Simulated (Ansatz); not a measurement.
Which YAML input does this script hand to the engine? (the Python package of Ansatz (0.2.0))

The script, `h2zn_cas.py`:
```python
import warnings

import ansatz as az

warnings.simplefilter("ignore", az.DeckWarning)

geometry_ang = [
    ("Zn", (0.1553, -0.1314, 0.0623)),
    ("H", (0.452, 1.243, 0.3851)),
    ("H", (-0.6183, -1.1764, -0.4607)),
]
geometry = az.Crystal.molecule()
for symbol, xyz in geometry_ang:
    geometry = geometry.atom(symbol, xyz)

model = geometry.calculation()
model = model.basis(gaussian="def2-SVP")
model = model.correlation(active_electrons=4, active_orbitals=4)
for method in [None]:
    summary = (model if method is None else model.correlation(method)).run(threads=1).report
    space = summary["configurations"]
    state = space["states"][0]
    print(method or "casscf", f"total {summary['free_energy_ev'] / 27.211386246:.6f} Ha, active-space state {state['energy']['hartree']:.6f} Ha, mean field {summary['reference_energy_ev'] / 27.211386246:.6f} Ha")
    print("  determinants", state["n_determinants"], " natural occupations", [round(n, 3) for n in space["natural_occupations"]])
```

```console
$ python h2zn_cas.py
casscf total -1778.687370 Ha, active-space state -1778.687370 Ha, mean field -1778.661274 Ha
  determinants 36  natural occupations [1.985, 1.975, 0.028, 0.012]
```

`input.yaml`:
```yaml
crystal:
  periodic: [false, false, false]
  atoms:
    - { symbol: Zn, position_ang: [0.1553, -0.1314, 0.0623] }
    - { symbol: H, position_ang: [0.452, 1.243, 0.3851] }
    - { symbol: H, position_ang: [-0.6183, -1.1764, -0.4607] }
basis:
  gaussian:
    orbitals: def2-SVP
correlation:
  active_space:
    window:
      electrons: 4
      orbitals: 4
```

Notes:
- Total energies depend on the basis set; only differences at equal settings carry meaning.
- The geometry is a force-field or estimated start, not a minimum of this method, and the basis set is short of its limit. The active space starts as a window about the frontier orbitals and is then optimised, not chosen by chemistry.
- It ran for 1.5 s on 1 thread of Arm Neoverse V2, with other jobs on the host, peak memory 0.14 GiB.

(Lines on the test bed's own set-up are left out of the output.)
